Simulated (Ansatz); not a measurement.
# H4N2Si2: the cost of one run

Computed with Ansatz 0.2.0 (DFT B3LYP, Gaussian basis cc-pV(T+d)Z, unless a step's input says otherwise).

## 1. Starting point

Bond lengths: Si1–N3 1.765 Å, Si2–N3 1.771 Å, Si1–N4 1.773 Å, Si2–N4 1.770 Å, Si1–H5 1.452 Å, Si1–H6 1.458 Å, Si2–H7 1.452 Å, Si2–H8 1.438 Å. Angles: N3–Si2–N4 82.6°, N3–Si2–H7 125.6°, N3–Si2–H8 105.7°, N4–Si2–H7 125.9°, N4–Si2–H8 104.6°, H7–Si2–H8 108.6°, N3–Si1–N4 82.7°, N3–Si1–H5 125.4°, N3–Si1–H6 103.8°, N4–Si1–H5 126.6°, N4–Si1–H6 103.8°, H5–Si1–H6 109.9°, Si1–N3–Si2 88.5°, Si1–N4–Si2 88.2°.

Coordinates:

```xyz
8

Si    1.2362   -0.0061    0.2447
Si   -1.2307    0.0087    0.2270
N     0.0174    1.1724   -0.2468
N    -0.0025   -1.1654   -0.2706
H     1.9468   -0.0038    1.5113
H     2.1890   -0.0017   -0.8588
H    -1.9496    0.0058    1.4890
H    -2.1886    0.0090   -0.8450
```

## 2. Relaxing the atoms: H4N2Si2

input.yaml reads:

```yaml
relax:
  f_tol: 0.001
  max_steps: 200
crystal:
  periodic: [false, false, false]
  atoms:
    - { symbol: Si, position_ang: [1.236243, -0.006118, 0.244718] }
    - { symbol: Si, position_ang: [-1.23073, 0.008654, 0.226985] }
    - { symbol: "N", position_ang: [0.017448, 1.172388, -0.24681] }
    - { symbol: "N", position_ang: [-0.002494, -1.165379, -0.270601] }
    - { symbol: H, position_ang: [1.946776, -0.003841, 1.511338] }
    - { symbol: H, position_ang: [2.189001, -0.001724, -0.858779] }
    - { symbol: H, position_ang: [-1.949578, 0.005828, 1.488994] }
    - { symbol: H, position_ang: [-2.188553, 0.009016, -0.844975] }
basis:
  gaussian: { orbitals: "cc-pV(T+d)Z.json" }
hamiltonian:
  xc: { name: B3LYP }
accuracy: high
```

Command:

```sh
$ ansatz run input.yaml --threads 4 --pin off --max-ram 8192MiB --backend cpu --events-out ev --progress --plain --runs-dir out
```

**Question.** How long does this run take on 4 threads of Intel Xeon Platinum 8488C (Sapphire Rapids), shared host, and how much memory does it need?

About 66 s, with a peak of 1.2 GiB.
